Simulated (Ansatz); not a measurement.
# C2H8AlBr: the cost of one run

Method: RKS revPBE-D4/def2-SVP, in Ansatz 0.2.0.

### 1 Starting point

Bond lengths: Al1–C3 1.973 Å, Al1–C4 1.973 Å, Al1–Br6 2.813 Å, C3–H7 1.093 Å, C3–H8 1.099 Å, C3–H9 1.096 Å, C4–H10 1.096 Å, C4–H11 1.099 Å, C4–H12 1.094 Å. Angles (14 of 15 angles, heavy atoms first): C3–Al1–C4 146.3°, C3–Al1–Br6 102.9°, C4–Al1–Br6 104.2°, Al1–C3–H7 116.2°, Al1–C3–H8 108.0°, Al1–C3–H9 111.5°, Al1–C4–H10 112.9°, Al1–C4–H11 107.9°, Al1–C4–H12 115.2°, H7–C3–H8 107.4°, H7–C3–H9 107.0°, H8–C3–H9 106.2°, H10–C4–H11 106.4°, H10–C4–H12 106.8°.

As a file:

```xyz
12

Al    0.0032    0.0692   -0.0374
H     1.2330   -1.5135    0.0254
C    -0.9356   -0.0795   -1.7661
C     0.8265    1.2793    1.2856
H     0.5249   -1.9118    0.5694
Br   -1.2287   -1.9219    1.5214
H    -0.6472    0.6417   -2.5355
H    -0.7467   -1.0833   -2.1705
H    -2.0219    0.0013   -1.6413
H     0.0923    1.9040    1.8074
H     1.3097    0.6600    2.0540
H     1.5904    1.9543    0.8876
```

### 2 Pulling towards end A

Springs on the bonds that form and break draw the guess towards this end; the thresholds are loose.

File input.yaml:

```yaml
crystal:
  periodic: [false, false, false]
  atoms:
    - { symbol: Al, position_ang: [0.0032, 0.0692, -0.0374] }
    - { symbol: H, position_ang: [1.233, -1.5135, 0.0254] }
    - { symbol: C, position_ang: [-0.9356, -0.0795, -1.7661] }
    - { symbol: C, position_ang: [0.8265, 1.2793, 1.2856] }
    - { symbol: H, position_ang: [0.5249, -1.9118, 0.5694] }
    - { symbol: Br, position_ang: [-1.2287, -1.9219, 1.5214] }
    - { symbol: H, position_ang: [-0.6472, 0.6417, -2.5355] }
    - { symbol: H, position_ang: [-0.7467, -1.0833, -2.1705] }
    - { symbol: H, position_ang: [-2.0219, 0.0013, -1.6413] }
    - { symbol: H, position_ang: [0.0923, 1.904, 1.8074] }
    - { symbol: H, position_ang: [1.3097, 0.66, 2.054] }
    - { symbol: H, position_ang: [1.5904, 1.9543, 0.8876] }
basis:
  gaussian: { orbitals: def2-SVP }
hamiltonian:
  xc: revpbe
  dispersion: d4
relax:
  f_tol: 0.15
  max_steps: 25
  restrain:
    - { distance: [0, 5], at: 3.71, k: 30.0 }
    - { distance: [4, 1], at: 1.92, k: 30.0 }
    - { distance: [0, 1], at: 1.52, k: 30.0 }
    - { distance: [4, 5], at: 1.51, k: 30.0 }
```

Run with:

```sh
$ ansatz run input.yaml --threads 2 --pin off --max-ram 3072MiB --backend cpu --events-out ev --progress --plain --runs-dir out
```

Q: Estimate wall time and peak memory on 2 threads of Arm Neoverse V2, shared host.

About 20 s, with a peak of 0.16 GiB.
